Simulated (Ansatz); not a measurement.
**ScGa3: response to strain**

Aim: deform ScGa3 (zz strain of -2 %) and compute stress, forces and field gradients with LAPW, PAW and all-electron datasets made for the crystal.

Method: DFT LDA, scalar-relativistic, in Ansatz 0.2.0.

### Step 1. The structure to begin with

It takes space group Pm-3m (No. 221, cubic). Conventional cell: a = 4.095 Å, b = 4.095 Å, c = 4.095 Å, α = 90.00°, β = 90.00°, γ = 90.00°. Sc (site symmetry m-3m) is surrounded by 12 Ga at 2.90 Å. Around Ga (site symmetry 4/mmm) lie 4 Sc at 2.90 Å and 8 Ga at 2.90 Å.

Structure file:

```
CELL_PARAMETERS angstrom
4.09500 0.00000 0.00000
0.00000 4.09500 0.00000
0.00000 0.00000 4.09500
ATOMIC_POSITIONS crystal
Sc 0.00000 0.00000 0.00000
Ga 0.00000 0.50000 0.50000
Ga 0.50000 0.00000 0.50000
Ga 0.50000 0.50000 0.00000
```

Atoms are numbered in the order of the input: Sc1, Ga2, Ga3, Ga4.

### Step 2. The deformed structure

Space group Pm-3m before, P4/mmm after.

### Step 3. Full-potential LAPW

input.yaml

```yaml
crystal:
  lattice:
    - [4.095, 0.0, 0.0]
    - [0.0, 4.095, 0.0]
    - [0.0, 0.0, 4.0131]
  atoms:
    - { symbol: Sc, position: [0.0, 0.0, 0.0] }
    - { symbol: Ga, position: [0.0, 0.5, 0.5] }
    - { symbol: Ga, position: [0.5, 0.0, 0.5] }
    - { symbol: Ga, position: [0.5, 0.5, 0.0] }
kpoints:
  mp_grid: { grid: [9, 9, 9] }
  band_path:
    path:
      - [0.0, 0.0, 0.0]
      - [0.0, 0.5, 0.0]
      - [0.5, 0.5, 0.0]
      - [0.0, 0.0, 0.0]
      - [0.0, 0.0, 0.5]
      - [0.0, 0.5, 0.5]
      - [0.5, 0.5, 0.5]
      - [0.0, 0.0, 0.5]
      - [0.0, 0.5, 0.0]
    npoints: 5
scf:
  occupations: { method: fermi_dirac, width: 0.05 }
hamiltonian:
  xc: lda
  pseudopotentials: { kind: all_electron, lapw: { basis_error: 0.001 } }
output:
  forces: true
  stress: true
  eigenvalues: true
```

Started as:

```
> ansatz run input.yaml --threads 1 --pin off --max-ram 4096MiB --backend cpu --events-out ev --progress --plain --runs-dir out
```

### Step 4. Frozen-core PAW

input.yaml

```yaml
crystal:
  lattice:
    - [4.095, 0.0, 0.0]
    - [0.0, 4.095, 0.0]
    - [0.0, 0.0, 4.0131]
  atoms:
    - { symbol: Sc, position: [0.0, 0.0, 0.0] }
    - { symbol: Ga, position: [0.0, 0.5, 0.5] }
    - { symbol: Ga, position: [0.5, 0.0, 0.5] }
    - { symbol: Ga, position: [0.5, 0.5, 0.0] }
kpoints:
  mp_grid: { grid: [9, 9, 9] }
scf:
  occupations: { method: fermi_dirac, width: 0.05 }
hamiltonian:
  xc: lda
  pseudopotentials: { kind: paw }
output:
  forces: true
  stress: true
  eigenvalues: true
  efg: { contact_densities: true }
  write_density: true
  write_potential: true
  elf: true
  volumetric_format: npy
```

### Step 5. Datasets made for this crystal

Changes to input.yaml since step 4:

```diff
@@ -16,3 +16,3 @@
   xc: lda
-  pseudopotentials: { kind: paw }
+  pseudopotentials: { kind: all_electron, datasets: crystal }
 output:
@@ -22,5 +22 @@
   efg: { contact_densities: true }
-  write_density: true
-  write_potential: true
-  elf: true
-  volumetric_format: npy
```

(Steps that only read results are left out.)

Q: Predict the outcome of this session. Wanted: pressure; largest shear or deviatoric stress.

The runs gave:

| quantity | value |
| --- | --- |
| pressure | LAPW -4.02, PAW -4.06, crystal datasets -4.02 GPa |
| largest shear or deviatoric stress (LAPW) | 1.55 GPa |

The largest part of the stress beyond the pressure is 1.55 GPa in size, in the zz component; the atoms are carried along and not relaxed. No run of the undeformed cell stands beside it, so pressure and stress hold what the given cell had before the change, as far as its symmetry allows. PAW: stress within 0.04 GPa of LAPW. Crystal datasets: stress within 0.01 GPa of LAPW.
